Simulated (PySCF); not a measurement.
# F3MoO (MoOF3): the cost of one run

Programs: PySCF 2.14.0, with routines of our own; each step states its level. All values are computed. Atoms count from 0.

## (1) The system as given

5 atoms, charge 0, multiplicity 2; geometry from: GFN2-xTB.

## (2) Geometry optimisation at PBE0-D3(BJ)/def2-SVP

What the job is given:

```
{"job": {"xc": "PBE0", "basis": "def2-SVP", "d3": "d3bj", "grid": 1, "maxiter": 30, "shake": 0.03, "kind": "geom"}, "charge": 0, "multiplicity": 2}
Mo     0.111060    -0.162500     0.086890
O      0.275700    -0.515400     1.620520
F      1.552930     0.585390    -0.345080
F     -0.536540     1.104450    -1.078470
F     -1.328300    -1.122420    -0.345980
```

Command:

```console
$ OMP_NUM_THREADS=1 python heavy_run.py task.json out
```

The driver reads the jobs from task.json and runs them one after another.

**Question.** How long does this first job take on 1 thread of Arm Neoverse V1, shared host, and how much memory does it need?

About 92 s, with a peak of 0.37 GiB.
